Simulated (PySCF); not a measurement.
# ClFGa (SMILES [F][Ga][Cl]) at USPW92/pcseg-0 (density fitting, max memory mb 1860)

Aim: a geometry optimisation of ClFGa. The job is set up through a Python script.

Program for the calculation: PySCF 2.14.0.

### 1 The structure to begin with

The species is ClFGa (3 atoms), typed as a doublet with charge 0. As SMILES, `[F][Ga][Cl]`. Geometry: relaxed at PBE0-D4/def2-TZVP. The run starts from this shape.

Bond lengths: F1–Ga2 1.758 Å, Ga2–Cl3 2.157 Å. Angles: F1–Ga2–Cl3 117.7°.

### 2 A geometry optimisation at USPW92/pcseg-0 (density fitting, max memory mb 1860)

File job.py:

```python
from pyscf import gto, dft
from pyscf.geomopt.geometric_solver import kernel as optimise

mol = gto.M(
    atom='''
F
Ga 1 1.757683
Cl 2 2.157468 1 117.67871
''',
    verbose=3,
    basis='pcseg-0',
    max_memory=1860,
    spin=1,
)

calc0 = dft.UKS(mol, xc='spw92')
calc0 = calc0.density_fit()
calc0.max_cycle = 100
calc0 = calc0.newton()
converged, mol_eq = optimise(calc0, maxsteps=50, convergence_set='TURBOMOLE')
print('converged:', converged)
print(mol_eq.tostring())

calc0.reset(mol_eq)
mol = mol_eq
calc0.kernel()
energy = calc0.e_tot
print('E = %.10f Eh' % energy)
```

Run with:

```bash
$ OMP_NUM_THREADS=1 python job.py
```

**Question.** What will come out? Wanted: total energy at the end; dipole moment; HOMO energy; LUMO energy; ⟨S²⟩.

Answer, from the run:

Level: USPW92/pcseg-0 (density fitting, max memory mb 1860).

| quantity | value |
| --- | --- |
| total energy at the end | -2476.63490 Eh |
| dipole moment | 1.96 D |
| HOMO energy (highest over α and β) | -6.23 eV |
| LUMO energy (lowest over α and β) | -5.52 eV |
| ⟨S²⟩ | 0.751 |

In words: At the final geometry: Bond lengths: F1–Ga2 1.747 Å, Ga2–Cl3 2.232 Å. Angles: F1–Ga2–Cl3 119.5°. The optimisation took 7 steps and changed the energy by -0.036 eV. Mulliken charges run from -0.38 on F1 to +0.70 on Ga2.
